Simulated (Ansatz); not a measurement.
# YSc: how settings move the results

Aim, for YSc: see how the k-point mesh on the displaced cell moves the results.

Program: Ansatz 0.2.0. Level of theory: DFT PBEsol, scalar-relativistic, plane waves, PAW. These are calculated values, not measurements.

## Step 1: The structure to begin with

It takes space group P-6m2 (No. 187, hexagonal). The conventional cell has a = 3.520 Å, b = 3.520 Å, c = 5.404 Å, α = 90.00°, β = 90.00°, γ = 120.00°. Y (site symmetry -6m2) has 6 Sc at 3.38 Å and 6 Y at 3.52 Å as nearest neighbours. Sc (site symmetry -6m2) is surrounded by 6 Y at 3.38 Å and 6 Sc at 3.52 Å.

As a file:

```
CELL_PARAMETERS angstrom
3.52017 0.00000 0.00000
-1.76008 3.04855 0.00000
0.00000 0.00000 5.40412
ATOMIC_POSITIONS crystal
Y 0.00000 0.00000 0.00000
Sc 0.33333 0.66667 0.50000
```

Source of the structure: the Materials Project (structure only). It is taken as it stands there.

## Step 2: The base input

input.yaml

```yaml
crystal:
  lattice:
    - [3.5201658294, 0.0, 0.0]
    - [-1.7600829147, 3.0485530338, 0.0]
    - [0.0, 0.0, 5.40411622]
  atoms:
    - { symbol: "Y", position: [0.0, 0.0, 0.0] }
    - { symbol: Sc, position: [0.33333333, 0.66666667, 0.5] }
basis:
  ecutwfc: 420
kpoints:
  mp_grid: { grid: [15, 15, 8] }
hamiltonian:
  xc: pbesol
scf:
  occupations: { method: gaussian, width: 0.1 }
output:
  forces: true
  stress: true
  eigenvalues: true
  populations: true
```

It was run beforehand and gave: -2953.1608 eV/atom at zero smearing, pressure -2.48 GPa, largest force 0.000 eV/Å, no gap on the mesh, in 7 SCF cycles and 10 s.

The runs on the displaced cell use a copy made earlier, with the atoms moved and the axes strained (about 1 %) at random, so that forces and shear stress do not vanish.

## Step 3: K-point mesh on the displaced cell set to 1×1×1

input.yaml

```yaml
crystal:
  lattice:
    - [3.5129106058, -0.0055850363, -0.0047877581]
    - [-1.7612920862, 3.0281798706, -0.003723538]
    - [-0.0073501086, -0.0108442373, 5.4280260091]
  atoms:
    - { symbol: "Y", position: [0.0258325429, 0.0473604469, -0.016271834] }
    - { symbol: Sc, position: [0.3430534304, 0.6696645684, 0.5275094991] }
basis:
  ecutwfc: 420
kpoints:
  mp_grid: { grid: [1, 1, 1] }
hamiltonian:
  xc: pbesol
scf:
  occupations: { method: gaussian, width: 0.1 }
output:
  forces: true
  stress: true
  eigenvalues: true
```

The session goes on with these runs: K-point mesh on the displaced cell set to 2×2×1; K-point mesh on the displaced cell: 4×4×2; K-point mesh on the displaced cell set to 6×6×4.

Q: Predict the outcome of the series: the values and the trend.

As calculated:

| quantity | value |
| --- | --- |
| k-point mesh on the displaced cell: within 10 and 1 meV/atom of 10×10×6 from | 6×6×4 for 10; none of the others for 1 |

**Reading.** The energy still moves by 4.67 meV/atom between the last two values of the k-point mesh on the displaced cell, so 1 meV/atom is not shown to be reached. The gaps on the coarsest meshes are artefacts of sampling: the crystal is a metal on the dense ones. The error changes sign along the series, since a k mesh isn't variational, and a metal needs dense meshes to resolve its Fermi surface. Forces come within 0.01 eV/Å only at the reference itself.
